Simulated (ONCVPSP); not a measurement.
# Arsenic: generating and testing an ONCV potential

Aim: build the potential from the settings below, then test how well it stands in for the atom: other configurations, scattering, ghost states and the plane-wave cutoff that it needs.

The numbers are computed with ONCVPSP 4.0.1.1 (patched build) (PBE, scalar-relativistic, spin-unpolarised reference atom).

## Step 1: The atom and the settings

The settings as typed:

```json
{
  "element": "arsenic (As, Z = 33)",
  "type": "optimised norm-conserving Vanderbilt (ONCV)",
  "frozen core": "[Ne]",
  "valence charge": "23",
  "reference configuration": "3s2 3p6 3d10 4s2 4p2.5 (charge +0.5)",
  "partial waves": "3s+4s: rc 1.15 bohr, ncon 4, nbas 8, qcut 8.4 1/bohr, 2 projectors; 3p+4p: rc 1.20 bohr, ncon 4, nbas 9, qcut 9.2 1/bohr, 2 projectors; 3d: rc 0.55 bohr, ncon 3, nbas 7, qcut 17.1 1/bohr, 2 projectors, debl 2.2 Ha",
  "local potential": "polynomial inside 0.50 bohr (lpopt 5, dvloc0 1 Ha)",
  "core correction": "Teter function, fcfact 3.75, rcfact 1.1"
}
```

## Step 2: The generation run

As.dat

```
# ATOM AND REFERENCE CONFIGURATION
# atsym  z   nc   nv     iexc    psfile
  As 33.00    3    5        4      upf
#
#   n    l    f
    1    0    2.00
    2    0    2.00
    2    1    6.00
    3    0    2.00
    3    1    6.00
    3    2   10.00
    4    0    2.00
    4    1    2.50
#
# PSEUDOPOTENTIAL AND OPTIMIZATION
# lmax
    2
#
#   l,   rc,      ep,       ncon, nbas, qcut
    0    1.15    0.00    4    8    8.40
    1    1.20    0.00    4    9    9.20
    2    0.55    0.00    3    7   17.10
#
# LOCAL POTENTIAL
# lloc, lpopt,  rc(5),   dvloc0
    4    5    0.50    1.00
#
# VANDERBILT-KLEINMAN-BYLANDER PROJECTORs
# l, nproj, debl
    0    2    2.90
    1    2    1.40
    2    2    2.20
#
# MODEL CORE CHARGE
# icmod, fcfact, rcfact
    3    3.75    1.10
#
# LOG DERIVATIVE ANALYSIS
# epsh1, epsh2, depsh
   -9.00    5.00    0.04
#
# OUTPUT GRID
# rlmax, drl
    6.00    0.01
#
# TEST CONFIGURATIONS
# ncnf
    4
# nvcnf
#   n    l    f
    5
    3    0    2.00
    3    1    6.00
    3    2   10.00
    4    0    2.00
    4    1    3.00
#
    5
    3    0    2.00
    3    1    6.00
    3    2   10.00
    4    0    2.00
    4    1    2.00
#
    5
    3    0    2.00
    3    1    6.00
    3    2   10.00
    4    0    2.00
    4    1    1.00
#
    5
    3    0    2.00
    3    1    6.00
    3    2    9.00
    4    0    2.00
    4    1    3.00
#
```

Launch:

```bash
$ oncvpsp.x < As.dat > As.out
```

Q: Predict the outcome of this session. Wanted: cutoffs; bound ghosts; GHOST(+) flags; largest miss of a reference level; largest test error; largest phase difference near zero energy, channels read; rms error of d²Exc/dn², without and with the model core.

The runs gave:

| quantity | value |
| --- | --- |
| cutoffs | not determined |
| bound ghosts | none found |
| GHOST(+) flags | s at 286 eV |
| largest miss of a reference level | 24 meV (3d) |
| largest test error (AE − PS) | -28 meV, for 3s2 3p6 3d9 4s2 4p3 |
| largest phase difference near zero energy, channels read | 0.001 rad |
| rms error of d²Exc/dn², without and with the model core | 3.31 and 1.84 mHa |

By total energies transferability is fair: the largest error is 28 meV on 47.3 eV, for 3s2 3p6 3d9 4s2 4p3. That test lies far up in energy; among those under 40 eV, nearer to bonding, the largest error is 2.6 meV. No common cutoff is read, since the d wave doesn't reach the tolerances within the program's table (it needs 228 Ha for the loosest): the potential is too hard for practical use. It is free of bound ghosts as far as tested. Near zero energy the phases of the channels with partial waves agree within 0.001 rad. The program also flags highly localised states, GHOST(+) (s). All of this concerns the isolated atom, not yet a solid.
